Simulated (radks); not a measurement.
**Fe⁴⁺ in [Ne] 3s2 3p4 3d4 4d2: an all-electron calculation**

The task here is to estimate one member of a computed series from the others.

Program: radks (a radial shooting solver on a logarithmic mesh, Libxc functionals) version 1. Level of theory: scalar-relativistic Kohn-Sham, BLYP, spin-polarised, spherical densities, finite nucleus; open shells are filled with parallel spins first. These are calculated values, not measurements, unless marked.

## The atom as given

```
element            : iron (Z = 26)
charge             : +4
electrons          : 22
configuration      : [Ne] 3s2 3p4 3d4 4d2
nuclear rms radius : 3.7377 fm
```

The outer shells:

Fe⁴⁺
```
[Ne] core
3s [↑↓]
3p [↑↓][↑ ][↑ ]
3d [↑ ][↑ ][↑ ][↑ ][  ]
4d [↑ ][↑ ][  ][  ][  ]
```

The first run:

Input:

```text
Z 26
configuration [Ne] 3s2 3p4 3d4 4d2
relativity scalar-relativistic
functional b88,lyp
spin polarised
nucleus finite rms 3.7377 fm
c 137.035999084
```

Run with:

```
$ python run_ks.py task.json out
```

All runs below come from this command, one after another.

One table of the session follows, with a row left open; its other results are not shown here.

It belongs to the step «Radial structure». From the orbitals of this run (lengths in bohr):

| level | <r> | outermost maximum (interpolated) | 90 % within | nodes |
| --- | --- | --- | --- | --- |
| 1s up | 0.05845 | 0.0383 | 0.104 | 0 |
| 1s down | ? | ? | ? | ? |
| 2s up | 0.2669 | 0.222 | 0.414 | 1 |
| 2s down | 0.2663 | 0.222 | 0.412 | 1 |
| 2p up | 0.2354 | 0.180 | 0.386 | 0 |
| 2p down | 0.2347 | 0.179 | 0.384 | 0 |
| 3s up | 0.7723 | 0.686 | 1.14 | 2 |
| 3s down | 0.7818 | 0.689 | 1.16 | 2 |
| 3p up | 0.7944 | 0.690 | 1.20 | 1 |
| 3p down | 0.8083 | 0.695 | 1.23 | 1 |
| 3d up | 0.8267 | 0.641 | 1.33 | 0 |
| 3d down | 0.8571 | 0.650 | 1.39 | 0 |
| 4d up | 2.489 | 2.29 | 3.64 | 1 |

Estimate the missing values for 1s down.

As computed: <r>: 0.05844; outermost maximum (interpolated): 0.0383; 90 % within: 0.104; nodes: 0. In the column «<r>» it is the lowest.
